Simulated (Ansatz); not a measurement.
# CH7AlBGeN: one species, many methods

Aim: compute CH7AlBGeN with functionals from several rungs and with coupled cluster, and see how far each lands from CCSD(T) at the basis-set limit for the atomisation energy.

Program: Ansatz 0.2.0, Gaussian basis. Level of theory: functionals in def2-TZVPP, the program's frozen cores in correlated methods. These are calculated values, not measurements.

The runs, in order: LDA (SPW92), PBE-D4, revPBE-D4, BLYP-D4, r2SCAN-D4, B97M-V, PBE0-D4, B3LYP-D4, r2SCANh-D4, r2SCAN0-D4, HSE06-D4, BHLYP-D4, CAM-B3LYP-D4, LC-ωPBE, ωB97X-V, ωB97M-V, B2PLYP, PBE-QIDH; CCSD(T)/def2-SVP; CCSD(T)/def2-TZVPP; MP2/def2-QZVPP; extrapolation to the limit; RPA on PBE.

### 1 The geometry

The geometry comes from an earlier relaxation with PBE0-D4 in a triple-zeta def2 set; it is a stationary point, not always the lowest conformer.

12 atoms, charge 0, spin multiplicity 1.

Atoms are counted from 1 here; the program's logs count them from 0.

Bond lengths: B1–C2 1.456 Å, B1–Al3 2.175 Å, B1–H6 1.297 Å, B1–H7 1.190 Å, C2–Ge4 2.003 Å, C2–H8 1.087 Å, Al3–Ge4 2.355 Å, Al3–H6 1.797 Å, Al3–H9 1.579 Å, Ge4–N5 1.845 Å, Ge4–H10 1.536 Å, N5–H11 1.010 Å, N5–H12 1.010 Å. Angles: C2–B1–Al3 69.3°, C2–B1–H6 115.2°, C2–B1–H7 134.1°, Al3–B1–H6 55.7°, Al3–B1–H7 141.2°, H6–B1–H7 110.6°, B1–C2–Ge4 119.3°, B1–C2–H8 121.3°, Ge4–C2–H8 118.9°, B1–Al3–Ge4 82.8°, B1–Al3–H6 36.6°, B1–Al3–H9 121.8° and more.

### 2 LDA

This LDA is Slater exchange with PW92 correlation.

The input, in.yaml:

```yaml
crystal:
  periodic: [false, false, false]
  atoms:
    - {symbol: B, position_ang: [-1.421975, -0.128848, 1.470032]}
    - {symbol: C, position_ang: [-1.021376, 0.227097, 0.116732]}
    - {symbol: Al, position_ang: [0.224374, -1.382666, 0.799993]}
    - {symbol: Ge, position_ang: [0.908700, 0.600456, -0.269055]}
    - {symbol: N, position_ang: [1.198125, 0.696150, -2.088522]}
    - {symbol: H, position_ang: [-0.463628, -0.549112, 2.236127]}
    - {symbol: H, position_ang: [-2.467319, -0.193435, 2.034776]}
    - {symbol: H, position_ang: [-1.759041, 0.422392, -0.656876]}
    - {symbol: H, position_ang: [0.187683, -2.954386, 0.946610]}
    - {symbol: H, position_ang: [1.349019, 1.951513, 0.314325]}
    - {symbol: H, position_ang: [1.851085, 1.422456, -2.347046]}
    - {symbol: H, position_ang: [1.491452, -0.166717, -2.522895]}
basis:
  gaussian: {orbitals: def2-TZVPP}
hamiltonian: {xc: lda}
output: {orbitals: {seedname: orbitals}}
```

On the command line:

```
> ansatz run in.yaml --threads 4 --pin off --events-out ev --progress --plain --max-ram 10444MiB
```

After this run come: PBE-D4 (GGA); revPBE-D4 (GGA); BLYP-D4 (GGA); r2SCAN-D4 (meta-GGA); B97M-V (meta-GGA); B3LYP-D4 (hybrid); r2SCANh-D4 (hybrid); r2SCAN0-D4 (hybrid); HSE06-D4 (hybrid); BHLYP-D4 (hybrid); CAM-B3LYP-D4 (range-separated); LC-ωPBE (range-separated); ωB97X-V (range-separated); ωB97M-V (range-separated); B2PLYP (double hybrid); PBE-QIDH (double hybrid); CCSD(T) in def2-SVP; CCSD(T) in def2-TZVPP; MP2 in def2-QZVPP; RPA on PBE orbitals.

**Question.** What will the summary of the whole plan be? Wanted: atomisation energy, CCSD(T)/CBS; farthest beyond LDA; mean size of error, GGA; mean size of error, meta-GGA; mean size of error, hybrid; mean size of error, range-separated; mean size of error, double hybrid; gap, smallest and largest; T1 diagnostic.

As calculated:

```
                               quantity                                                                                                                                  value
        atomisation energy, CCSD(T)/CBS                                                                                                                         934.3 kcal/mol
functionals within 9.3 kcal/mol (1.0 %)  revPBE-D4, BLYP-D4, r2SCAN-D4, PBE0-D4, B3LYP-D4, r2SCANh-D4, r2SCAN0-D4, HSE06-D4, CAM-B3LYP-D4, LC-ωPBE, ωB97X-V, ωB97M-V, PBE-QIDH
                    farthest beyond LDA                                                                                                              BHLYP-D4 (-25.9 kcal/mol)
                mean size of error, GGA                                                                                                                          10.5 kcal/mol
           mean size of error, meta-GGA                                                                                                                           8.3 kcal/mol
             mean size of error, hybrid                                                                                                                           6.6 kcal/mol
    mean size of error, range-separated                                                                                                                           2.0 kcal/mol
      mean size of error, double hybrid                                                                                                                           8.8 kcal/mol
              gap, smallest and largest                                                                                               2.89 eV (LDA (SPW92)), 9.26 eV (LC-ωPBE)
                          T1 diagnostic                                                                                                                                 0.0129
triples share of the correlation energy                                                                                                                                  4.3 %
```

The LDA atomisation energy is off by 132.9 kcal/mol (14 %): it overbinds. PBE-D4 is off by +14.1 kcal/mol. Double hybrids carry the basis error of their MP2 part in triple zeta, and no dispersion term here, so their miss is partly the set-up's. The rungs range-separated, hybrid, meta-GGA, double hybrid miss on average by less than the doubt on the reference (9.3 kcal/mol), so they tie. The reference freezes the cores and leaves out relativity and excitations past (T), and its outer-core shells are covered unevenly, so misses under about 9.3 kcal/mol can't be ranked. Hartree-Fock recovers 71 % of the binding; the rest is correlation. CCSD(T) in def2-SVP is off by -60.2 kcal/mol, which most functionals beat. Orbital gaps span 2.9 to 9.3 eV; exact exchange widens them. Correlated methods include outer-core shells of Ge, which these sets cover unevenly.
